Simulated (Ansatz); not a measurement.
# Be: the cost of one run

Computed with Ansatz 0.2.0 (DFT PBEsol, scalar-relativistic, plane waves, PAW, unless a step's input says otherwise).

1 further run of the same task is left out (set aside as unsound or not needed).

## 1. The starting structure

Symmetry: P6_3/mmc, No. 194, hexagonal system. Conventional cell: a = 2.257 Å, b = 2.257 Å, c = 3.553 Å, α = 90.00°, β = 90.00°, γ = 120.00°. Around Be (site symmetry -6m2) lie 12 Be at 2.20 to 2.26 Å.

Coordinates:

```cif
data_structure
_symmetry_space_group_name_H-M 'P6_3/mmc'
_symmetry_Int_Tables_number 194
_cell_length_a 2.2572
_cell_length_b 2.2572
_cell_length_c 3.5532
_cell_angle_alpha 90.000
_cell_angle_beta 90.000
_cell_angle_gamma 120.000
_cell_volume 15.68
loop_
_atom_site_label
_atom_site_type_symbol
_atom_site_symmetry_multiplicity
_atom_site_Wyckoff_symbol
_atom_site_fract_x
_atom_site_fract_y
_atom_site_fract_z
_atom_site_occupancy
Be1 Be 2 c 0.33333 0.66667 0.25000 1
```

It is the result of an earlier relaxation at this level (volume 7.84 Å³/atom; gap on the mesh: none (metal)).

## 2. Bands, states and charges

input.yaml reads:

```yaml
crystal:
  lattice:
    - [2.2571841371, 0.0, 0.0]
    - [-1.1285920685, 1.9547788037, 0.0]
    - [0.0, 0.0, 3.5531657669]
  atoms:
    - { symbol: Be, position: [0.3333333333, 0.6666666667, 0.25] }
    - { symbol: Be, position: [0.6666666667, 0.3333333333, 0.75] }
basis:
  ecutwfc: 420
kpoints:
  mp_grid: { grid: [24, 24, 12] }
  band_path:
    path:
      - [[0.0, 0.0, 0.0], [0.5, 0.0, 0.0], [0.33333333, 0.33333333, 0.0], [0.0, 0.0, 0.0], [0.0, 0.0, 0.5], [0.5, 0.0, 0.5], [0.33333333, 0.33333333, 0.5], [0.0, 0.0, 0.5]]
      - [[0.5, 0.0, 0.5], [0.5, 0.0, 0.0]]
      - [[0.33333333, 0.33333333, 0.5], [0.33333333, 0.33333333, 0.0]]
    npoints: 14
hamiltonian:
  xc: pbesol
scf:
  occupations: { method: gaussian, width: 0.1 }
  n_extra_bands: 6
output:
  forces: true
  stress: true
  eigenvalues: true
  populations: true
  dos: { projected: true, de: 0.02, nscf_kmesh: { grid: [36, 36, 18] } }
  bader: true
  write_density: true
  write_potential: true
  elf: true
  volumetric_format: npy
```

Started as:

```
$ ansatz run input.yaml --threads 1 --pin off --max-ram 2560MiB --backend cpu --events-out ev --progress --plain --runs-dir out
```

**Question.** How long does this run take on 1 thread of AMD EPYC (Zen 3), shared host, and how much memory does it need?

About 2.5 min, with a peak of 0.38 GiB.
